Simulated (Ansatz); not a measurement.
# ZrC: how the settings move a single-point run

How sensitive is a single-point run of ZrC to its settings? A reference run comes first, then one run with altered input.

The COD entry's cell or inner coordinates are ideal or old and differ from later refinements, so a difference from it is no clean test against experiment.

Method: reference: DFT, r2SCAN, all-electron PAW with datasets made for the crystal, scalar-relativistic, in Ansatz 0.2.0.

### Step 1. The system as given

It takes space group Fm-3m (No. 225, cubic). Conventional cell: a = 4.730 Å, b = 4.730 Å, c = 4.730 Å, α = 90.00°, β = 90.00°, γ = 90.00°. Around Zr (site symmetry m-3m) lie 6 C at 2.37 Å. C (site symmetry m-3m) has 6 Zr at 2.37 Å as nearest neighbours.

Structure file:

```cif
data_structure
_symmetry_space_group_name_H-M 'Fm-3m'
_symmetry_Int_Tables_number 225
_cell_length_a 4.7300
_cell_length_b 4.7300
_cell_length_c 4.7300
_cell_angle_alpha 90.000
_cell_angle_beta 90.000
_cell_angle_gamma 90.000
_cell_volume 105.82
loop_
_atom_site_label
_atom_site_type_symbol
_atom_site_symmetry_multiplicity
_atom_site_Wyckoff_symbol
_atom_site_fract_x
_atom_site_fract_y
_atom_site_fract_z
_atom_site_occupancy
Zr1 Zr 4 b 0.50000 0.00000 0.00000 1
C1 C 4 a 0.00000 0.00000 0.00000 1
```

### Step 2. Baseline

The input, input.yaml:

```yaml
crystal:
  lattice:
    - [0.0, 2.365, 2.365]
    - [2.365, 0.0, 2.365]
    - [2.365, 2.365, 0.0]
  atoms:
    - { symbol: Zr, position: [0.5, 0.5, 0.5] }
    - { symbol: C, position: [0.0, 0.0, 0.0] }
kpoints:
  mp_grid: { grid: [13, 13, 13] }
scf:
  occupations: { method: fermi_dirac, width: 0.05 }
hamiltonian:
  xc: r2scan
  pseudopotentials: { kind: all_electron, datasets: crystal }
output:
  forces: true
  stress: true
  eigenvalues: true
  efg: { contact_densities: true }
```

Run with:

```console
ansatz run input.yaml --threads 1 --pin off --max-ram 2048MiB --backend cpu --events-out ev --progress --plain --runs-dir out
```

### Step 3. Changing settings: occupations.method tetrahedron, width left out

Changes to input.yaml since step 2:

```diff
@@ -11,3 +11,3 @@
 scf:
-  occupations: { method: fermi_dirac, width: 0.05 }
+  occupations: { method: tetrahedron }
 hamiltonian:
```

What does the calculation give? Wanted: for each run, ending; energy change; pressure; gap; force.

**Answer**, as computed:

```
                                              run     ending        energy change  pressure (GPa)  gap (eV)  force (eV/Å)  cycles   time
                                        reference  converged                    0            -2.6      0.00          0.00      10  9.3 s
1: occupations.method tetrahedron, width left out  converged  +0.1 meV/atom (σ→0)            -2.6      0.00          0.00       9  8.8 s
```

Residual by cycle in the longest SCF loop of each run; runs are numbered as in the table. The quantity is the density residual dr2, in eV.

```
cycle  reference    run 1
    1          8     8.03
    2       1.12    0.981
    3      0.317    0.198
    4     0.0655     0.11
    5     0.0332    0.037
    6    0.00124  0.00154
    7     2.0e-4   1.6e-4
    8     1.7e-6   5.5e-7
    9     4.9e-8   9.0e-9
   10     1.1e-8        -
```

What this shows: Changing the smearing hardly moves the energy: +0.1 meV/atom. Cost: 9 SCF cycles against 10.
